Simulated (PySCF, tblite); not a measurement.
# C₄H₉AlFN: geometry, infrared bands and NMR shifts

Wanted: the infrared bands and NMR shifts of C₄H₉AlFN (`[CH3][AlH2-][N+]#C[C@H](C)F`), by calculation.

The runs use tblite 0.8.0 and PySCF 2.14.0, with density-fitted response routines of our own; the level of theory stands in each step. All values are computed, except where a source is named. Atoms are numbered from 0 throughout.

### 1 The starting structure

16 atoms, charge 0, multiplicity 1; geometry from: force field or distance geometry start.

Bonds of the start (Å): C0–Al1 1.98, Al1–N2 1.88, N2–C3 1.17, C3–C4 1.47, C4–C5 1.51, C4–F6 1.36, C0–H7 1.11, C0–H8 1.11, C0–H9 1.11, Al1–H10 1.60, Al1–H11 1.59, C4–H12 1.11, C5–H13 1.12, C5–H14 1.13, C5–H15 1.10.

### 2 Geometry optimisation with GFN2-xTB

Job settings and geometry (Å):

```
{"job": {"kind": "relax", "xc": "GFN2-xTB", "basis": "xTB"}, "charge": 0, "multiplicity": 1}
C     -3.385500     0.344900    -0.341200
Al    -2.002900    -1.005400     0.077400
N     -0.278500    -0.254000     0.137700
C      0.777800     0.246400     0.165900
C      2.108200     0.866400     0.236100
C      3.161100    -0.151700    -0.118500
F      2.303800     1.220200     1.539500
H     -3.563600     0.429600    -1.432700
H     -4.334400     0.151400     0.200900
H     -2.966600     1.328200    -0.033000
H     -1.963000    -2.125700    -1.059300
H     -2.362400    -1.606700     1.510000
H      2.169100     1.734100    -0.448700
H      3.335300    -0.098700    -1.218700
H      4.107800     0.114400     0.440700
H      2.886300    -1.184400     0.134900
```

On the command line:

```sh
OMP_NUM_THREADS=1 python probes_run.py task.json out
```

This one command runs all jobs of the session in turn.

**Question.** This job is followed by: GFN2-xTB harmonic vibrations, gas phase; GIAO PBE0/pcSseg-1 NMR shielding, non-relativistic, gas phase. Predict these results of the whole session: strongest single infrared mode (GFN2-xTB); zero-point energy (GFN2-xTB); ¹³C shifts against TMS (PBE0/pcSseg-1); ¹H shifts against TMS (PBE0/pcSseg-1, means over atoms taken as alike); ²⁷Al shifts against AlH4- (PBE0/pcSseg-1); ¹⁵N shifts against NH3 (PBE0/pcSseg-1); ¹⁹F shifts against CFCl3 (PBE0/pcSseg-1).

As calculated:

| quantity | value |
| --- | --- |
| strongest single infrared mode (GFN2-xTB) | 718 cm⁻¹, 701 km/mol |
| zero-point energy (GFN2-xTB) | 69.9 kcal/mol |
| ¹³C shifts against TMS (PBE0/pcSseg-1) | 128.8, 78.5, 22.0, -15.5 ppm |
| ¹H shifts against TMS (PBE0/pcSseg-1, means over atoms taken as alike) | 5.56, 4.45, 4.45, 2.03, -0.48 ppm |
| ²⁷Al shifts against AlH4- (PBE0/pcSseg-1) | 74.7 ppm |
| ¹⁵N shifts against NH3 (PBE0/pcSseg-1) | 264.7 ppm |
| ¹⁹F shifts against CFCl3 (PBE0/pcSseg-1) | -220.0 ppm |

What this shows: The optimisation took 135 steps and gained 0.725 eV; among the close pairs (by a distance rule), Al1–N2 changed most, from 1.882 to 2.024 Å. No mode is imaginary among the 42: a minimum at this level. The strongest single mode, at 718 cm⁻¹, moves mainly H10 and H11. Unscaled tight-binding wavenumbers are off by several per cent, some by more. Its intensities can rank the bands wrongly. H12 (hydrogen on an sp3 CH bonded to F, α to a nitrile) lies farthest downfield among hydrogen, at 5.56 ppm; its carbon carries F, hence the downfield position. At PBE0/pcSseg-1: Shielding is most anisotropic at N2 (span 422 ppm, paramagnetic term -334 ppm).
